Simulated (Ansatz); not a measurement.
Sn3Se:

```
Sn Se
1.0
     0.00000    3.73314    3.73314
     3.73314    0.00000    3.73314
     3.73314    3.73314    0.00000
Sn Se
3 1
Direct
  0.50000 0.50000 0.50000
  0.75000 0.75000 0.75000
  0.25000 0.25000 0.25000
  0.00000 0.00000 0.00000
```

The cell comes from a database or a generator and needn't be the stable form of this composition.

| Property | Result |
| --- | --- |
| Program | Ansatz 0.2.0 |
| Task | relaxation of cell and atoms |
| Functional | PBEsol |
| Potentials or basis | Ansatz PAW |
| Cutoff | 420 eV (not typed: the program's choice for these potentials) |
| k mesh | 6 × 6 × 6 |
| Occupations | fermi-dirac, width 0.05 eV |
| Spin | no spin polarisation |

At the start: volume 26.01 Å³/atom.

Problem. How do energy, volume and symmetry change on relaxing?

Solution. It ends after 5 steps and the volume is 24.43 Å³/atom (-6.1 %); space group Fm-3m (No. 225, to 0.05 Å).

The path:
```tsv
step	energy change (eV)	largest force (eV/Å)	volume (Å³)
1	0.0000	0.0000	104.05
2	-0.0632	0.0000	96.01
3	-0.0683	0.0000	97.92
4	-0.0685	0.0000	97.71
5	-0.0672	0.0000	97.71
```

Final structure:
```
Sn Se
1.0
     0.00000    3.65572    3.65572
     3.65572    0.00000    3.65572
     3.65572    3.65572    0.00000
Sn Se
3 1
Direct
  0.50000 0.50000 0.50000
  0.75000 0.75000 0.75000
  0.25000 0.25000 0.25000
  0.00000 0.00000 0.00000
```

Caveat: the plane-wave basis is chosen anew once the cell has moved, so the energies of steps on either side of that aren't comparable; the PAW data sets come from PBE, with cores solved anew for the run's functional, which leaves a small shift of forces and pressure.
